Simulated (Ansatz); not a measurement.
# Cd4SF6: the cost of one run

Method: DFT, PBE, plane-wave PAW, default files, scalar-relativistic, as far as a step names no other, in Ansatz 0.2.0.

## Step 1: The structure to begin with

It takes space group P4_2/nmc (No. 137, tetragonal). The conventional cell has a = 7.891 Å, b = 7.891 Å, c = 5.511 Å, α = 90.00°, β = 90.00°, γ = 90.00°. Cd (site symmetry m) has 6 F at 2.28 to 2.60 Å and 1 S at 2.46 Å as nearest neighbours. Around S (site symmetry -4m2) lie 4 Cd at 2.46 Å. Around F (site symmetry 2) lie 4 Cd at 2.28 to 2.60 Å. F (site symmetry 2mm) is surrounded by 4 Cd at 2.28 to 2.34 Å.

Structure file:

```cif
data_structure
_symmetry_space_group_name_H-M 'P 1'
_symmetry_Int_Tables_number 1
_cell_length_a 7.8910
_cell_length_b 7.8910
_cell_length_c 5.5106
_cell_angle_alpha 90.000
_cell_angle_beta 90.000
_cell_angle_gamma 90.000
_cell_volume 343.13
loop_
_atom_site_label
_atom_site_type_symbol
_atom_site_fract_x
_atom_site_fract_y
_atom_site_fract_z
_atom_site_occupancy
Cd1 Cd 0.50000 0.76500 0.23359 1
Cd2 Cd 0.50000 0.23500 0.23359 1
Cd3 Cd 0.26500 0.00000 0.73359 1
Cd4 Cd 0.73500 0.00000 0.73359 1
Cd5 Cd 0.00000 0.73500 0.26641 1
Cd6 Cd 0.00000 0.26500 0.26641 1
Cd7 Cd 0.23500 0.50000 0.76641 1
Cd8 Cd 0.76500 0.50000 0.76641 1
S1 S 0.00000 0.00000 0.50000 1
S2 S 0.50000 0.50000 0.00000 1
F1 F 0.28556 0.28556 0.50000 1
F2 F 0.28556 0.71444 0.50000 1
F3 F 0.71444 0.28556 0.50000 1
F4 F 0.71444 0.71444 0.50000 1
F5 F 0.78556 0.78556 0.00000 1
F6 F 0.78556 0.21444 0.00000 1
F7 F 0.21444 0.78556 0.00000 1
F8 F 0.21444 0.21444 0.00000 1
F9 F 0.50000 0.00000 0.97354 1
F10 F 0.50000 0.00000 0.47354 1
F11 F 0.00000 0.50000 0.52646 1
F12 F 0.00000 0.50000 0.02646 1
```

## Step 2: Single point at the given positions

input.yaml reads:

```yaml
crystal:
  lattice:
    - [7.89101126, 0.0, 0.0]
    - [0.0, 7.89101126, 0.0]
    - [0.0, 0.0, 5.51059734]
  atoms:
    - { symbol: Cd, position: [0.5, 0.76499896, 0.23358962] }
    - { symbol: Cd, position: [0.5, 0.23500104, 0.23358962] }
    - { symbol: Cd, position: [0.26499896, 0.0, 0.73358962] }
    - { symbol: Cd, position: [0.73500104, 0.0, 0.73358962] }
    - { symbol: Cd, position: [0.0, 0.73500104, 0.26641038] }
    - { symbol: Cd, position: [0.0, 0.26499896, 0.26641038] }
    - { symbol: Cd, position: [0.23500104, 0.5, 0.76641038] }
    - { symbol: Cd, position: [0.76499896, 0.5, 0.76641038] }
    - { symbol: S, position: [0.0, 0.0, 0.5] }
    - { symbol: S, position: [0.5, 0.5, 0.0] }
    - { symbol: F, position: [0.28556445, 0.28556445, 0.5] }
    - { symbol: F, position: [0.28556445, 0.71443555, 0.5] }
    - { symbol: F, position: [0.71443555, 0.28556445, 0.5] }
    - { symbol: F, position: [0.71443555, 0.71443555, 0.5] }
    - { symbol: F, position: [0.78556445, 0.78556445, 0.0] }
    - { symbol: F, position: [0.78556445, 0.21443555, 0.0] }
    - { symbol: F, position: [0.21443555, 0.78556445, 0.0] }
    - { symbol: F, position: [0.21443555, 0.21443555, 0.0] }
    - { symbol: F, position: [0.5, 0.0, 0.97354038] }
    - { symbol: F, position: [0.5, 0.0, 0.47354038] }
    - { symbol: F, position: [0.0, 0.5, 0.52645962] }
    - { symbol: F, position: [0.0, 0.5, 0.02645962] }
kpoints:
  mp_grid: { grid: [3, 3, 4] }
scf:
  occupations: { method: fermi_dirac, width: 0.02 }
hamiltonian:
  xc: pbe
  pseudopotentials: { kind: paw }
output:
  forces: true
  stress: true
  populations: true
  efg: { quadrupole_moments_barn: { S: -0.0694 }, contact_densities: true }
```

The run is started by

```bash
$ ansatz run input.yaml --threads 1 --pin off --max-ram 2560MiB --backend cpu --events-out ev --progress --plain --runs-dir out
```

Q: Estimate wall time and peak memory on 1 thread of Arm Neoverse V1, shared host.

About 56 s, with a peak of 0.83 GiB.
